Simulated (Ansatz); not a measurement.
# CH4AlNOS: the cost of one run

All numbers below are computed with Ansatz 0.2.0 (UKS PBE0-D4/6-31G*).

## Step 1: The structure to begin with

Bond lengths: N1–C2 1.243 Å, C2–O3 1.386 Å, C2–S4 1.825 Å, S4–Al5 2.343 Å, N1–H6 1.080 Å, O3–H7 1.001 Å, Al5–H8 1.562 Å, Al5–H9 1.575 Å. Angles: N1–C2–O3 120.1°, N1–C2–S4 119.4°, O3–C2–S4 120.4°, C2–N1–H6 124.7°, C2–O3–H7 121.6°, C2–S4–Al5 90.4°, S4–Al5–H8 119.2°, S4–Al5–H9 118.7°, H8–Al5–H9 122.0°.

Structure file:

```xyz
9

N     0.3710    1.5450    0.8069
C     0.5806    0.3198    0.8012
O     0.1920   -0.4566    1.8819
S     1.4956   -0.4273   -0.5904
Al   -0.5232   -0.9622   -1.6532
H     0.5865    2.2098   -0.0162
H    -0.2216   -0.0505    2.6986
H    -1.2057   -2.3328   -1.3465
H    -1.1866    0.1085   -2.5994
```

## Step 2: Relaxing end A

input.yaml reads:

```yaml
crystal:
  periodic: [false, false, false]
  atoms:
    - { symbol: "N", position_ang: [0.371, 1.545, 0.8069] }
    - { symbol: C, position_ang: [0.5806, 0.3198, 0.8012] }
    - { symbol: O, position_ang: [0.192, -0.4566, 1.8819] }
    - { symbol: S, position_ang: [1.4956, -0.4273, -0.5904] }
    - { symbol: Al, position_ang: [-0.5232, -0.9622, -1.6532] }
    - { symbol: H, position_ang: [0.5865, 2.2098, -0.0162] }
    - { symbol: H, position_ang: [-0.2216, -0.0505, 2.6986] }
    - { symbol: H, position_ang: [-1.2057, -2.3328, -1.3465] }
    - { symbol: H, position_ang: [-1.1866, 0.1085, -2.5994] }
magnetization:
  spin_polarized: true
basis:
  gaussian: { orbitals: "6-31G*" }
hamiltonian:
  xc: pbe0
  dispersion: d4
relax:
  f_tol: 0.02
  max_steps: 50
```

Run with:

```sh
ansatz run input.yaml --threads 2 --pin off --max-ram 3072MiB --backend cpu --events-out ev --progress --plain --runs-dir out
```

Q: Estimate wall time and peak memory on 2 threads of Arm Neoverse V1, shared host.

About 2.2 min, with a peak of 0.27 GiB.
